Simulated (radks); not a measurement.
# Mn⁺ in [Ar] 3d5 4s1: an all-electron calculation

One table from this session's results is given with a row withheld; the runs are named, their logs left out.

Program: radks (a radial shooting solver on a logarithmic mesh, Libxc functionals) version 1. Level of theory: scalar-relativistic Kohn-Sham, SCAN, spin-polarised, spherical densities, finite nucleus; open shells are filled with parallel spins first. These are calculated values, not measurements, unless marked.

### What is computed

```
element            : manganese (Z = 25)
charge             : +1
electrons          : 24
configuration      : [Ar] 3d5 4s1
nuclear rms radius : 3.7057 fm
```

The outer shells:

Mn⁺
```
[Ar] core
3d [↑ ][↑ ][↑ ][↑ ][↑ ]
4s [↑ ]
```

The first run:

Input:

```text
Z 25
configuration [Ar] 3d5 4s1 4p0 5s0 4d0 4f0
relativity scalar-relativistic
functional scan,scan
spin polarised
nucleus finite rms 3.7057 fm
c 137.035999084
```

Command:

```
$ python run_ks.py task.json out
```

This one command runs every case of the session in turn.

One table of the session follows, with a row left open; its other results are not shown here.

It belongs to the step «Radial structure». Sizes of the orbitals, from the radial functions (bohr):

```
  level      <r>  outermost maximum (interpolated)  90 % within  nodes
  1s up  0.06092                            0.0399        0.109      0
1s down  0.06092                            0.0399        0.109      0
  2s up   0.2791                             0.232        0.433      1
2s down   0.2784                             0.232        0.431      1
  2p up   0.2473                             0.189        0.405      0
2p down   0.2465                             0.188        0.404      0
  3s up   0.8500                             0.736         1.27      2
3s down   0.8553                             0.737         1.28      2
  3p up   0.9029                             0.753         1.39      1
3p down   0.9088                             0.755         1.40      1
  3d up    1.168                             0.762         2.03      0
  4s up    2.691                              2.30         3.99      3
3d down        ?                                 ?            ?      ?
  4p up    3.302                              2.80         4.91      2
```

**Question.** Estimate the row for 3d down.

**Answer.** <r>: 1.228; outermost maximum (interpolated): 0.774; 90 % within: 2.17; nodes: 0. In the column «<r>» it lies between 3d up (1.168) and 4s up (2.691).

To keep in mind: Open shells are spherical and high-spin; term and fine-structure splittings are not resolved.
